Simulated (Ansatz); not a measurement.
# CH10GeSi2: the cost of one run

All numbers below are computed with Ansatz 0.2.0 (RKS B3LYP/def2-SVP).

## 1. The system as given

Bond lengths: Si1–C2 1.824 Å, C2–Si3 1.848 Å, Si3–Ge4 2.264 Å, Si1–H5 1.485 Å, Si1–H6 1.543 Å, Si1–H7 1.478 Å, C2–H8 1.134 Å, C2–H9 1.112 Å, Si3–H10 1.480 Å, Si3–H11 1.508 Å, Ge4–H12 1.604 Å, Ge4–H13 1.457 Å, Ge4–H14 1.563 Å. Angles (14 of 24 angles, heavy atoms first): Si1–C2–Si3 108.1°, C2–Si3–Ge4 113.3°, Si1–C2–H8 108.9°, Si1–C2–H9 112.2°, Si3–C2–H8 108.5°, Si3–C2–H9 110.1°, C2–Si1–H5 112.2°, C2–Si1–H6 108.8°, C2–Si1–H7 112.0°, C2–Si3–H10 110.1°, C2–Si3–H11 108.3°, Ge4–Si3–H10 109.3°, Ge4–Si3–H11 108.8°, Si3–Ge4–H12 107.2°.

As a file:

```xyz
14

Si   -0.7362    1.7213   -0.5101
C    -0.2964    0.8551    1.0340
Si    1.0000   -0.4016    0.6395
Ge    0.2421   -2.0885   -0.6669
H    -1.3629    0.8140   -1.5046
H    -1.7843    2.8078   -0.1909
H     0.4257    2.4120   -1.1074
H     0.1394    1.6050    1.7648
H    -1.1751    0.3628    1.5042
H     2.1552    0.2474   -0.0203
H     1.5080   -0.9818    1.9356
H    -1.0380   -2.7178    0.0666
H     1.2045   -3.1566   -0.9003
H    -0.2948   -1.5084   -2.0153
```

## 2. Relaxing end A

input.yaml reads:

```yaml
crystal:
  periodic: [false, false, false]
  atoms:
    - { symbol: Si, position_ang: [-0.7362, 1.7213, -0.5101] }
    - { symbol: C, position_ang: [-0.2964, 0.8551, 1.034] }
    - { symbol: Si, position_ang: [1.0, -0.4016, 0.6395] }
    - { symbol: Ge, position_ang: [0.2421, -2.0885, -0.6669] }
    - { symbol: H, position_ang: [-1.3629, 0.814, -1.5046] }
    - { symbol: H, position_ang: [-1.7843, 2.8078, -0.1909] }
    - { symbol: H, position_ang: [0.4257, 2.412, -1.1074] }
    - { symbol: H, position_ang: [0.1394, 1.605, 1.7648] }
    - { symbol: H, position_ang: [-1.1751, 0.3628, 1.5042] }
    - { symbol: H, position_ang: [2.1552, 0.2474, -0.0203] }
    - { symbol: H, position_ang: [1.508, -0.9818, 1.9356] }
    - { symbol: H, position_ang: [-1.038, -2.7178, 0.0666] }
    - { symbol: H, position_ang: [1.2045, -3.1566, -0.9003] }
    - { symbol: H, position_ang: [-0.2948, -1.5084, -2.0153] }
basis:
  gaussian: { orbitals: def2-SVP }
hamiltonian:
  xc: b3lyp
relax:
  f_tol: 0.015
  max_steps: 40
output:
  orbitals: {}
```

Run with:

```bash
$ ansatz run input.yaml --threads 2 --pin off --max-ram 3072MiB --backend cpu --events-out ev --progress --plain --runs-dir out
```

Q: Estimate wall time and peak memory on 2 threads of Intel Xeon Platinum 8259CL at 2.50GHz (Skylake/Cascade Lake), shared host.

About 70 s, with a peak of 0.37 GiB.
